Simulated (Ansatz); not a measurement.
I need a ladder of methods at one geometry of C2H5AlBr, SMILES C[CH2][Al][Br]. Use the Ansatz DFT code, driven from Python. Use (for the species named): LDA, def2-SVP basis, multiplicity 2. The script varies functional: lda, revpbe, hf, r2scan0, pbe.

```tsv
atom	x (Å)	y (Å)	z (Å)
C	-0.4628	0.7318	0.1719
C	0.3553	-0.3417	0.7212
Al	0.9156	-1.6030	-0.7269
Br	0.3502	-1.2421	-2.9659
H	-1.4223	0.3466	-0.3282
H	-0.8186	1.4729	0.9806
H	0.0810	1.3663	-0.5905
H	1.2990	0.1149	1.1945
H	-0.2089	-0.8921	1.5262
```

Script `methods_c2h5albr.py`:
```python
# -*- coding: utf-8 -*-
"""One geometry of C2H5AlBr, method by method."""

from pathlib import Path

import ansatz as az
import numpy as np

GEOMETRY = """
C    -0.46280    0.73180    0.17190
C     0.35530   -0.34170    0.72120
Al    0.91560   -1.60300   -0.72690
Br    0.35020   -1.24210   -2.96590
H    -1.42230    0.34660   -0.32820
H    -0.81860    1.47290    0.98060
H     0.08100    1.36630   -0.59050
H     1.29900    0.11490    1.19450
H    -0.20890   -0.89210    1.52620
"""

system = az.Crystal.molecule()
for line in GEOMETRY.strip().splitlines():
    symbol, *xyz = line.split()
    system = system.atom(symbol, [float(v) for v in xyz])

calculation = (
    system.calculation()
    .basis(gaussian="def2-SVP")
    .spin("collinear", total=1)
)

print("functional    E (Ha)        dipole (D)   HOMO (eV)  LUMO (eV)")
for name in ["lda", "revpbe", "hf", "r2scan0", "pbe"]:
    r = calculation.functional(name).forces().orbitals().run(runs_dir="runs").report
    lines = Path(r["orbitals_path"]).read_text().splitlines()
    field_of = lambda key: [line.split("=")[1].strip() for line in lines if line.startswith(key)]
    orbitals = [(27.211386 * float(e), s, float(n)) for e, s, n in zip(field_of("Ene="), field_of("Spin="), field_of("Occup="))]
    homo = max(e for e, _, n in orbitals if n > 0.5)
    lumo = min(e for e, _, n in orbitals if n < 0.5)
    dipole = 4.803205 * np.linalg.norm(r["charge_distribution"]["dipole_moment_e_ang"])
    print(f"{name:10s} {r['free_energy_ev'] / 27.211386246:14.6f} {dipole:9.3f} {homo:11.3f} {lumo:10.3f}")
```

```console
$ python methods_c2h5albr.py
functional    E (Ha)        dipole (D)   HOMO (eV)  LUMO (eV)
lda          -2890.003303     2.211      -4.458     -3.472
revpbe       -2895.084087     2.116      -4.486     -3.049
hf           -2892.564929     2.423      -8.138      0.853
r2scan0      -2895.285391     2.309      -5.771     -2.172
pbe          -2894.742385     2.128      -4.490     -3.161
```

Total energies depend on the basis set; only differences at equal settings carry meaning. The geometry is a force-field or estimated start, not a minimum of this method, and the basis set is short of its limit. A lower total doesn't mark the better method: functionals have no common bound, and MP2 and coupled cluster aren't variational. The run takes the species as open-shell (spin multiplicity 2), which needn't be its ground state. Levels such as HOMO and LUMO are orbital energies: with these approximate functionals they aren't the ionisation energy and electron affinity, and their gap isn't the fundamental gap. It ran for 37 s on 1 thread of Arm Neoverse V1, on a shared host, peak memory 0.44 GiB.
